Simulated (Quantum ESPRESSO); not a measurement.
**Ta3N under changes of volume**

One of the cells (14.978 Å³/atom); the others are scaled copies at fixed shape and fractional positions:

```xyz
4
Lattice="3.0322 0.0000 0.0000 -1.5161 2.6260 0.0000 0.0000 0.0000 7.5241" Properties=species:S:1:pos:R:3 pbc="T T T"
Ta    1.5161    0.8753    6.2155
Ta    0.0000    1.7507    1.3087
Ta    0.0000    0.0000    3.7621
N     0.0000    0.0000    0.0000
```

The cell comes from a database or a generator and needn't be the stable form of this composition.

```yaml
Program: Quantum ESPRESSO 7.5
Functional: PBEsol
Potentials_or_basis: GBRV 1.5 PBEsol
Cutoff: 762 eV
Density_cutoff: 6095 eV
k_mesh: 10 × 10 × 4
Occupations: fermi-dirac, width 0.05 eV
Spin: no spin polarisation
```

| volume (Å³/atom) | energy over the lowest point (meV/atom) | pressure (GPa) | largest force (eV/Å) |
| --- | --- | --- | --- |
| 14.079 | 9.72 | 8.2 | 0.057 |
| 14.379 | 0.00 | 2.2 | 0.099 |
| 14.678 | ? | ? | ? |
| 14.978 | 11.65 | -8.2 | 0.368 |
| 15.277 | 30.99 | -12.6 | 0.481 |
| 15.577 | 58.16 | -16.5 | 0.584 |
| 15.877 | 92.37 | -20.1 | 0.677 |

**Question.** What does the run at 14.678 Å³/atom give?

**Answer.** Energy over the lowest point 1.00 meV/atom; pressure -3.3 GPa; largest force 0.240 eV/Å.

Worked out: A Birch-Murnaghan fit of order 3 (a polynomial in V^(-2/3)) to the other rows has its minimum at 14.50 Å³/atom with B0 = V·E''(V) = 266 GPa and B' = 4.2 at fixed shape and positions, which overstates the stiffness. It gives 1.00 meV/atom at 14.678 Å³/atom, against the run's 1.00, and -dE/dV = -3.2 GPa, against -3.3.

Energies are extrapolated to zero smearing.
